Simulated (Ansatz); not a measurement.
# H₄O₂S₂Ti: relaxing the structure

Aim: relax H₄O₂S₂Ti from a cheap starting geometry.

The runs use Ansatz 0.2.0, Gaussian basis; RKS PBE0-D4/def2-TZVP.

Levels to be run: relaxation at PBE0-D4/def2-TZVP.

1 further run of the same task is left out (set aside as unsound or not needed).

## Step 1: Where the work starts

SMILES `[OH][Ti]([OH])([SH])[SH]`, 9 atoms, charge 0, spin multiplicity 1.

Atoms are counted from 1 here; the program's logs count them from 0.

Bond lengths: O1–Ti2 1.678 Å, O1–H6 0.959 Å, Ti2–O3 1.678 Å, Ti2–S4 2.323 Å, Ti2–S5 2.325 Å, O3–H7 0.958 Å, S4–H8 1.341 Å, S5–H9 1.340 Å. Angles: Ti2–O1–H6 172.8°, O1–Ti2–O3 141.5°, O1–Ti2–S4 100.8°, O1–Ti2–S5 103.6°, O3–Ti2–S4 103.5°, O3–Ti2–S5 100.8°, S4–Ti2–S5 100.5°, Ti2–O3–H7 172.9°, Ti2–S4–H8 92.7°, Ti2–S5–H9 92.7°.

Geometry (Å):

```xyz
9
H4O2S2Ti
O    -1.75968   -0.43221    0.40403
Ti   -0.09315   -0.26684    0.30073
O     1.32849   -0.82364    0.99734
S     0.23879   -0.62873   -1.96933
S     0.23678    2.03130    0.41657
H    -2.69192   -0.64536    0.47166
H     2.08515   -1.12935    1.49989
H     1.55641   -0.39618   -1.87821
H    -0.90088    2.29102   -0.24270
```

The start is a GFN2-xTB geometry.

## Step 2: Optimising with PBE0-D4/def2-TZVP

Contents of in.yaml:

```yaml
crystal:
  periodic: [false, false, false]
  atoms:
    - {symbol: O, position_ang: [-1.759680, -0.432210, 0.404030]}
    - {symbol: Ti, position_ang: [-0.093150, -0.266840, 0.300730]}
    - {symbol: O, position_ang: [1.328490, -0.823640, 0.997340]}
    - {symbol: S, position_ang: [0.238790, -0.628730, -1.969330]}
    - {symbol: S, position_ang: [0.236780, 2.031300, 0.416570]}
    - {symbol: H, position_ang: [-2.691920, -0.645360, 0.471660]}
    - {symbol: H, position_ang: [2.085150, -1.129350, 1.499890]}
    - {symbol: H, position_ang: [1.556410, -0.396180, -1.878210]}
    - {symbol: H, position_ang: [-0.900880, 2.291020, -0.242700]}
basis:
  gaussian: {orbitals: def2-TZVP}
hamiltonian: {xc: pbe0, dispersion: d4}
relax: {f_tol: 0.005, max_steps: 150}
```

Started as:

```bash
$ ansatz run in.yaml --threads 2 --pin off --events-out ev --progress --plain --max-ram 20480MiB --backend cuda --devices 0, --max-vram 18GiB
```

Q: Predict the results of all the runs planned. Wanted: point group; shift from the start; total energy; dispersion term; dipole moment.

As calculated:

| quantity | value |
| --- | --- |
| point group | C2 |
| steps | 20 |
| shift from the start (rms) | 0.318 Å |
| total energy | -48935.8940 eV |
| dispersion term | -227 meV |
| dipole moment | 3.34 D |

What this shows: The atoms moved 0.32 Å (rms) from the start; the bond that changed most is O1–Ti2, from 1.678 to 1.758 Å. No vibrations were run, so it is not proven to be a minimum. The largest Mulliken charge, +1.26 e, sits on Ti2.
